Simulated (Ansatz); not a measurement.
# KTaO3: the cost of one run

Program: Ansatz 0.2.0. Level of theory: DFT PBE, scalar-relativistic, plane waves, PAW. These are calculated values, not measurements.

## (1) The starting structure

The structure is cubic, space group Pm-3m (No. 221). Conventional cell: a = 3.988 Å, b = 3.988 Å, c = 3.988 Å, α = 90.00°, β = 90.00°, γ = 90.00°. K (site symmetry m-3m) has 12 O at 2.82 Å in its first shell of neighbours. Around Ta (site symmetry m-3m) lie 6 O at 1.99 Å. Around O (site symmetry 4/mmm) lie 2 Ta at 1.99 Å and 4 K at 2.82 Å.

Coordinates:

```
K Ta O
1.0
     3.98830    0.00000    0.00000
     0.00000    3.98830    0.00000
     0.00000    0.00000    3.98830
K Ta O
1 1 3
Direct
  0.50000 0.50000 0.50000
  0.00000 0.00000 0.00000
  0.50000 0.00000 0.00000
  0.00000 0.50000 0.00000
  0.00000 0.00000 0.50000
```

Source of the structure: the Crystallography Open Database.

## (2) Probe: one point at the start

input.yaml reads:

```yaml
crystal:
  lattice:
    - [3.9883, 0.0, 0.0]
    - [0.0, 3.9883, 0.0]
    - [0.0, 0.0, 3.9883]
  atoms:
    - { symbol: K, position: [0.5, 0.5, 0.5] }
    - { symbol: Ta, position: [0.0, 0.0, 0.0] }
    - { symbol: O, position: [0.5, 0.0, 0.0] }
    - { symbol: O, position: [0.0, 0.5, 0.0] }
    - { symbol: O, position: [0.0, 0.0, 0.5] }
basis:
  ecutwfc: 420
kpoints:
  mp_grid: { grid: [4, 4, 4] }
hamiltonian:
  xc: pbe
scf:
  occupations: { method: gaussian, width: 0.1 }
output:
  forces: true
  stress: true
  eigenvalues: true
```

Command:

```bash
> ansatz run input.yaml --threads 1 --pin off --max-ram 2560MiB --backend cpu --events-out ev --progress --plain --runs-dir out
```

What time and memory should one allow on 1 thread of Arm Neoverse V1, shared host?

About 1.5 s, with a peak of 0.29 GiB.
